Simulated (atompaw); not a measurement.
# Zn: the cost of one run

The numbers are computed with atompaw 4.2.0.5 (PBE, scalar-relativistic, spin-unpolarised reference atom).

## (1) The atom and the settings

Typed settings, in words:

```json
{"element": "zinc (Zn, Z = 30)", "type": "PAW", "frozen core": "[Ne]", "valence charge": "20", "reference configuration": "3s2 3p6 3d10 4s1 4p1", "partial waves": "3s (bound): rc 0.90 bohr; 4s (bound): rc 1.20 bohr; 3p (bound): rc 1.15 bohr; 4p (bound): rc 1.05 bohr; 3d (bound): rc 1.20 bohr; 3d channel at 0.15 Ry: rc 1.20 bohr", "local potential": "troulliermartins scheme with l = 3 at -0.5 Ry, radius 1.10 bohr", "core correction": "smooth core density matched at 0.95 bohr", "augmentation charge": "besselshape compensation charge, radius 0.90 bohr; PAW radius 1.20 bohr; waves and projectors: custom polynom2 7 10 vanderbiltortho"}
```

The outer shells as boxes (Hund's rule for the drawing; the calculation is spin-unpolarised):

```
[Ne] core
3s [↑↓]
3p [↑↓][↑↓][↑↓]
3d [↑↓][↑↓][↑↓][↑↓][↑↓]
4s [↑ ]
4p [↑ ][  ][  ]
```

The nodes and maxima of the atom's own shells, from an earlier all-electron run, set the scale for the radii.

All-electron outer shells of the reference configuration (PBE, scalar-relativistic, ld1.x):

```csv
shell,level (eV),outermost node (bohr),outermost maximum (bohr)
2s,-1160.46,0.07,0.19
2p,-1006.17,–,0.15
3s,-131.48,0.28,0.59
3p,-85.65,0.25,0.59
3d,-12.34,–,0.57
4s,-7.40,0.85,2.04
4p,-2.10,0.92,2.89
```

## (2) Generation

Zn.input reads:

```
Zn 30
GGA-PBE scalarrelativistic loggrid 1500 logderivrange -12 5 426
4 4 3 0 0 0
4 0 1
4 1 1
0 0 0
c
c
v
v
c
v
v
v
2
1.20 0.90 1.10 0.95
n
n
y
0.15
n
custom polynom2 7 10 vanderbiltortho besselshape
3 -0.5 troulliermartins
0.90
1.20
1.15
1.05
1.20
1.20
PWSCFOUT
UPFDX 0.0125d0 UPFXMIN -7.d0 UPFZMESH 30.d0
END
```

Command:

```console
$ atompaw < Zn.input > Zn.log
```

**Question.** How long does this run take on 1 thread of Intel Xeon Platinum 8375C at 2.90GHz, shared host?

About 7.4 s.
